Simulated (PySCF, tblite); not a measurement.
# C5H6F2O2: a rotation path, then NMR shifts on frames, part 2 of 2

tblite 0.8.0 and PySCF 2.14.0. Atoms count from 0. Earlier steps stand in the parts before.

### Step 5. Nuclear shieldings: image 5, PBE0/pcSseg-1

Job settings and geometry (Å):

```
{"job": {"kind": "nmr", "xc": "PBE0", "basis": "pcSseg-1", "pop": false}, "charge": 0, "multiplicity": 1}
F      2.980000     0.914700    -1.111300
C      2.466200     0.127100    -0.135200
F      3.416300    -0.790800     0.124800
O      1.353400    -0.490000    -0.574300
C      0.128200    -0.135600    -0.042600
C     -0.215500     0.533200     1.052900
O     -1.564200     0.644600     1.218900
C     -2.208000    -0.014800     0.122700
C     -1.105000    -0.595300    -0.776300
H      2.334300     0.752000     0.762800
H      0.361800     1.004100     1.825900
H     -2.821400     0.726600    -0.397400
H     -2.863000    -0.786300     0.535600
H     -1.132300    -0.198000    -1.791400
H     -1.135200    -1.683600    -0.837200
```

Method: GIAO PBE0/pcSseg-1 NMR shielding, non-relativistic, gas phase.

What it wrote:

```text
coarse grid: 13496 points
cycle   1  E = -543.3678199988  dE =  1.674e+00  |g| = 9.385e-01  |ddm| = 3.517e+00
cycle   2  E = -543.2097241292  dE =  1.581e-01  |g| = 1.373e+00  |ddm| = 1.306e+00
cycle   3  E = -543.5134875264  dE = -3.038e-01  |g| = 1.423e-01  |ddm| = 8.460e-01
cycle   4  E = -543.5160782788  dE = -2.591e-03  |g| = 8.893e-02  |ddm| = 1.727e-01
cycle   5  E = -543.5176659830  dE = -1.588e-03  |g| = 1.542e-02  |ddm| = 7.698e-02
cycle   6  E = -543.5177136910  dE = -4.771e-05  |g| = 6.070e-03  |ddm| = 1.593e-02
cycle   7  E = -543.5177215744  dE = -7.883e-06  |g| = 1.201e-03  |ddm| = 4.789e-03
final grid: 133896 points
cycle   8  E = -543.6054814901  dE = -3.589e-05  |g| = 1.436e-02  |ddm| = 2.678e-02
cycle   9  E = -543.6054351978  dE =  4.629e-05  |g| = 2.180e-02  |ddm| = 2.018e-02
cycle  10  E = -543.6055173701  dE = -8.217e-05  |g| = 1.398e-03  |ddm| = 1.273e-02
cycle  11  E = -543.6055177438  dE = -3.737e-07  |g| = 4.839e-04  |ddm| = 1.395e-03
cycle  12  E = -543.6055177864  dE = -4.262e-08  |g| = 1.933e-04  |ddm| = 5.334e-04
cycle  13  E = -543.6055177944  dE = -7.976e-09  |g| = 4.345e-05  |ddm| = 1.751e-04
cycle  14  E = -543.6055177946  dE = -2.842e-10  |g| = 1.257e-05  |ddm| = 2.910e-05
converged SCF energy = -543.6055177946

GIAO shielding tensors (ppm)
atom      isotropic    diamagn.    paramagn.     s11        s22        s33       span
  0 F      260.952     470.011    -209.059    168.585    268.622    345.650    177.065
  1 C       63.512     241.202    -177.690     44.438     70.872     75.226     30.789
  2 F      269.073     467.924    -198.851    175.965    287.093    344.162    168.198
  3 O      198.061     400.499    -202.439    119.544    218.539    256.100    136.556
  4 C       43.573     255.031    -211.458    -39.739     75.471     94.987    134.726
  5 C       58.013     254.469    -196.456    -14.086     76.107    112.019    126.105
  6 O      254.599     396.699    -142.099    204.025    237.583    322.189    118.164
  7 C      118.318     243.986    -125.667     81.676    102.836    170.443     88.768
  8 C      151.562     248.921     -97.359    123.291    159.157    172.237     48.946
  9 H       25.114      28.956      -3.843     21.677     25.483     28.181      6.504
 10 H       25.631      31.822      -6.191     22.914     25.593     28.386      5.472
 11 H       27.184      28.011      -0.828     22.763     26.443     32.345      9.582
 12 H       27.177      27.769      -0.592     22.846     26.421     32.263      9.417
 13 H       28.622      29.900      -1.278     24.836     27.054     33.976      9.140
 14 H       28.529      29.596      -1.066     24.648     26.990     33.950      9.302
```

Wall time 1.8 min (1 thread, shared host).

In short: δ C4 143.4, C5 128.9, C1 123.4, C7 68.6, H9 6.60, H10 6.09 ppm.

### Step 6. NMR shieldings: image 6, PBE0/pcSseg-1

Job settings and geometry (Å):

```
{"job": {"kind": "nmr", "xc": "PBE0", "basis": "pcSseg-1", "pop": false}, "charge": 0, "multiplicity": 1}
F      2.830500     1.078000    -0.970100
C      2.466400     0.094200    -0.106900
F      3.483900    -0.781100    -0.101300
O      1.357700    -0.535500    -0.539400
C      0.130500    -0.142900    -0.038400
C     -0.215400     0.581200     1.020600
O     -1.564200     0.705900     1.174600
C     -2.205800    -0.000800     0.107000
C     -1.101000    -0.621800    -0.762500
H      2.389400     0.548200     0.895300
H      0.360700     1.087900     1.771400
H     -2.816600     0.717500    -0.447200
H     -2.863100    -0.752500     0.551900
H     -1.118800    -0.259100    -1.790800
H     -1.138900    -1.711200    -0.786200
```

With the program's defaults for keys left out, this is: GIAO PBE0/pcSseg-1 NMR shielding, non-relativistic, gas phase.

What it wrote:

```text
coarse grid: 13496 points
cycle   1  E = -543.3684473677  dE =  1.674e+00  |g| = 9.378e-01  |ddm| = 3.516e+00
cycle   2  E = -543.2103485860  dE =  1.581e-01  |g| = 1.372e+00  |ddm| = 1.307e+00
cycle   3  E = -543.5138781858  dE = -3.035e-01  |g| = 1.424e-01  |ddm| = 8.462e-01
cycle   4  E = -543.5164779715  dE = -2.600e-03  |g| = 8.876e-02  |ddm| = 1.726e-01
cycle   5  E = -543.5180592809  dE = -1.581e-03  |g| = 1.539e-02  |ddm| = 7.685e-02
cycle   6  E = -543.5181066955  dE = -4.741e-05  |g| = 6.078e-03  |ddm| = 1.593e-02
cycle   7  E = -543.5181146000  dE = -7.905e-06  |g| = 1.201e-03  |ddm| = 4.801e-03
final grid: 133896 points
cycle   8  E = -543.6061293102  dE = -3.659e-05  |g| = 1.430e-02  |ddm| = 2.718e-02
cycle   9  E = -543.6060833550  dE =  4.596e-05  |g| = 2.171e-02  |ddm| = 2.008e-02
cycle  10  E = -543.6061648957  dE = -8.154e-05  |g| = 1.423e-03  |ddm| = 1.270e-02
cycle  11  E = -543.6061652840  dE = -3.884e-07  |g| = 4.888e-04  |ddm| = 1.418e-03
cycle  12  E = -543.6061653277  dE = -4.370e-08  |g| = 1.927e-04  |ddm| = 5.375e-04
cycle  13  E = -543.6061653356  dE = -7.891e-09  |g| = 4.437e-05  |ddm| = 1.752e-04
cycle  14  E = -543.6061653359  dE = -2.990e-10  |g| = 1.274e-05  |ddm| = 2.966e-05
converged SCF energy = -543.6061653359

GIAO shielding tensors (ppm)
atom      isotropic    diamagn.    paramagn.     s11        s22        s33       span
  0 F      262.814     471.082    -208.268    172.557    262.563    353.322    180.765
  1 C       64.325     240.456    -176.130     44.855     72.292     75.829     30.974
  2 F      271.962     467.291    -195.329    181.382    290.571    343.932    162.550
  3 O      197.803     400.340    -202.538    123.412    219.979    250.017    126.605
  4 C       44.437     255.020    -210.584    -39.185     76.167     96.327    135.512
  5 C       57.589     254.542    -196.953    -15.176     75.176    112.767    127.943
  6 O      253.483     396.710    -143.227    202.676    236.000    321.774    119.099
  7 C      118.393     243.998    -125.605     81.947    102.825    170.407     88.459
  8 C      151.560     248.944     -97.385    123.255    159.160    172.264     49.009
  9 H       25.085      28.733      -3.648     21.722     25.420     28.112      6.390
 10 H       25.623      31.871      -6.249     22.887     25.560     28.421      5.533
 11 H       27.179      28.010      -0.832     22.790     26.414     32.332      9.542
 12 H       27.187      27.792      -0.605     22.832     26.428     32.303      9.471
 13 H       28.607      29.894      -1.287     24.793     27.030     33.999      9.206
 14 H       28.545      29.609      -1.064     24.682     26.997     33.958      9.276
```

Wall time 1.9 min (1 thread, shared host).

This run: δ C4 142.5, C5 129.3, C1 122.6, C7 68.5, H9 6.63, H10 6.09 ppm.

### Step 7. NMR shieldings: image 8, PBE0/pcSseg-1

Job settings and geometry (Å):

```
{"job": {"kind": "nmr", "xc": "PBE0", "basis": "pcSseg-1", "pop": false}, "charge": 0, "multiplicity": 1}
F      2.698800     1.316700    -0.068300
C      2.441500    -0.016700    -0.010600
F      3.509500    -0.624200    -0.539300
O      1.361600    -0.355300    -0.740600
C      0.132300    -0.030400    -0.197200
C     -0.182700     0.813700     0.779600
O     -1.517200     0.854400     1.050200
C     -2.185700    -0.019700     0.132900
C     -1.108300    -0.693000    -0.735000
H      2.368100    -0.281900     1.062900
H      0.425900     1.462900     1.380300
H     -2.876600     0.586000    -0.460300
H     -2.764500    -0.738500     0.719000
H     -1.237400    -0.491100    -1.798200
H     -1.069600    -1.774800    -0.597300
```

With the program's defaults for keys left out, this is: GIAO PBE0/pcSseg-1 NMR shielding, non-relativistic, gas phase.

What it wrote:

```text
coarse grid: 13496 points
cycle   1  E = -543.3750770801  dE =  1.675e+00  |g| = 9.317e-01  |ddm| = 3.519e+00
cycle   2  E = -543.2179191956  dE =  1.572e-01  |g| = 1.365e+00  |ddm| = 1.311e+00
cycle   3  E = -543.5183871531  dE = -3.005e-01  |g| = 1.416e-01  |ddm| = 8.518e-01
cycle   4  E = -543.5209773736  dE = -2.590e-03  |g| = 8.735e-02  |ddm| = 1.698e-01
cycle   5  E = -543.5225046913  dE = -1.527e-03  |g| = 1.482e-02  |ddm| = 7.520e-02
cycle   6  E = -543.5225476960  dE = -4.300e-05  |g| = 6.187e-03  |ddm| = 1.554e-02
cycle   7  E = -543.5225557966  dE = -8.101e-06  |g| = 1.174e-03  |ddm| = 4.744e-03
final grid: 133896 points
cycle   8  E = -543.6104822637  dE = -3.651e-05  |g| = 1.475e-02  |ddm| = 2.835e-02
cycle   9  E = -543.6104329955  dE =  4.927e-05  |g| = 2.244e-02  |ddm| = 2.069e-02
cycle  10  E = -543.6105200743  dE = -8.708e-05  |g| = 1.407e-03  |ddm| = 1.312e-02
cycle  11  E = -543.6105204536  dE = -3.793e-07  |g| = 4.794e-04  |ddm| = 1.407e-03
cycle  12  E = -543.6105204949  dE = -4.125e-08  |g| = 1.953e-04  |ddm| = 5.236e-04
cycle  13  E = -543.6105205029  dE = -8.042e-09  |g| = 4.389e-05  |ddm| = 1.747e-04
cycle  14  E = -543.6105205032  dE = -2.861e-10  |g| = 1.324e-05  |ddm| = 3.119e-05
converged SCF energy = -543.6105205032

GIAO shielding tensors (ppm)
atom      isotropic    diamagn.    paramagn.     s11        s22        s33       span
  0 F      266.932     473.437    -206.505    192.978    252.397    355.421    162.443
  1 C       64.113     240.035    -175.922     46.186     66.580     79.574     33.388
  2 F      272.825     466.853    -194.028    180.327    290.095    348.054    167.727
  3 O      191.116     400.196    -209.080    134.036    194.619    244.693    110.657
  4 C       45.706     255.489    -209.783    -39.479     80.550     96.047    135.526
  5 C       53.109     254.994    -201.885    -17.371     70.505    106.192    123.563
  6 O      248.388     396.892    -148.504    202.124    223.017    320.022    117.898
  7 C      117.537     243.964    -126.427     79.623    102.824    170.166     90.543
  8 C      152.514     248.645     -96.131    125.342    160.010    172.190     46.848
  9 H       25.345      28.525      -3.180     22.750     24.576     28.708      5.958
 10 H       25.600      31.726      -6.126     22.596     25.684     28.521      5.925
 11 H       27.121      27.899      -0.778     22.633     26.413     32.316      9.683
 12 H       27.128      27.973      -0.846     22.816     26.344     32.223      9.407
 13 H       28.539      29.466      -0.926     24.673     26.834     34.111      9.438
 14 H       28.580      29.794      -1.213     24.685     26.886     34.170      9.485
```

Wall time 1.8 min (1 thread, shared host).

In short: δ C4 141.2, C5 133.8, C1 122.8, C7 69.4, H9 6.37, H10 6.12 ppm.

### Step 8. Side by side: NMR shifts

Shifts (ppm) of some atoms, chosen among heavy atoms and hydrogens apart, with basis size and wall time:

| frame | C5 | H9 | H14 | F2 | F0 | O3 | O6 | functions | time |
| --- | --- | --- | --- | --- | --- | --- | --- | --- | --- |
| image 0 | 133.3 | 6.40 | 3.21 | -96.4 | -102.4 | 145.4 | 87.2 | 183 | 72 s |
| image 2 | 130.3 | 6.42 | 3.25 | -94.5 | -96.0 | 144.6 | 84.2 | 183 | 78 s |
| image 5 | 128.9 | 6.60 | 3.19 | -98.1 | -90.0 | 138.0 | 81.5 | 183 | 1.8 min |
| image 6 | 129.3 | 6.63 | 3.17 | -101.0 | -91.9 | 138.3 | 82.6 | 183 | 1.9 min |
| image 8 | 133.8 | 6.37 | 3.14 | -101.9 | -96.0 | 145.0 | 87.7 | 183 | 1.8 min |

### Step 9. Summary of results

The summary covers parts 1 to 2.

| quantity | value |
| --- | --- |
| barrier | 0.071 eV (1.6 kcal/mol) at image 5 |
| end to end (GFN2-xTB) | 0.000 eV |
| ¹³C shifts against TMS (PBE0/pcSseg-1, image 0) | 141.2, 133.3, 122.7, 69.3, 34.4 ppm |
| ¹H shifts against TMS (PBE0/pcSseg-1, image 0) | 6.40, 6.08, 4.61, 4.58, 3.21, 3.12 ppm |
| ¹⁹F shifts against CFCl3 (PBE0/pcSseg-1, image 0) | -96.4, -102.4 ppm |
| ¹⁷O shifts against H2O (PBE0/pcSseg-1, image 0) | 145.4, 87.2 ppm |
| range of the shift of F0 | -102.4 to -90.0 ppm |

In words: Along the band the dihedral turns by 93°, and the top (dihedral -111°) lies 1.6 kcal/mol above the start (GFN2-xTB, rough), so at room temperature this motion is fast. The top was not checked by a frequency run. Shifts at one fixed geometry are not the observed spectrum, which averages over the motion. Across the 5 runs the shift of F0 moves most, between -102.4 (image 0) and -90.0 ppm (image 5).
